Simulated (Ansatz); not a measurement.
MnPt2:

```
CELL_PARAMETERS angstrom
2.85840 0.00000 0.00000
-1.42920 2.47545 0.00000
0.00000 0.00000 6.53250
ATOMIC_POSITIONS crystal
Pt 0.66667 0.33333 0.31621
Pt 0.33333 0.66667 0.68379
Mn 0.00000 0.00000 0.00000
```

The cell comes from a database or a generator and needn't be the stable form of this composition.

Base run:

* Program: Ansatz 0.2.0
* Functional: PBEsol
* Potentials or basis: Ansatz PAW
* Cutoff: 420 eV (not typed: the program's choice for these potentials)
* k mesh: 9 × 9 × 4
* Occupations: fermi-dirac, width 0.05 eV
* Spin: collinear spin, ferromagnetic start
* Starting moments: [0.0, 0.0, 8.0] μB
* Fixed moment: 8 μB

Its results: pressure 14.6 GPa; site moments Pt +1.35; Mn +4.33 μB; largest force 1.463 eV/Å.

After a change of settings the same cell gave: pressure -15.1 GPa; site moments Pt -0.06; Mn +3.05 μB; largest force 0.052 eV/Å. Which change was it?
A. fixed moment from 8 μB to 3 μB; moments at the start from [0.0, 0.0, 8.0] to [0.0, 0.0, 3.0]
B. fixed moment from 8 μB to 6 μB; moments at the start from [0.0, 0.0, 8.0] to [0.0, 0.0, 6.0]
C. fixed moment from 8 μB to 1 μB; moments at the start from [0.0, 0.0, 8.0] to [0.0, 0.0, 1.0]
D. fixed moment from 8 μB to 4 μB; moments at the start from [0.0, 0.0, 8.0] to [0.0, 0.0, 4.0]

A.

Caveats: the total moment is fixed, so each spin has its own Fermi level; the PAW data sets come from PBE, with cores solved anew for the run's functional, which leaves a small shift of forces and pressure; the thresholds are loose for stress; forces of over 1 eV/Å show positions far from the minimum, so gaps and moduli don't describe the material at rest (some runs).
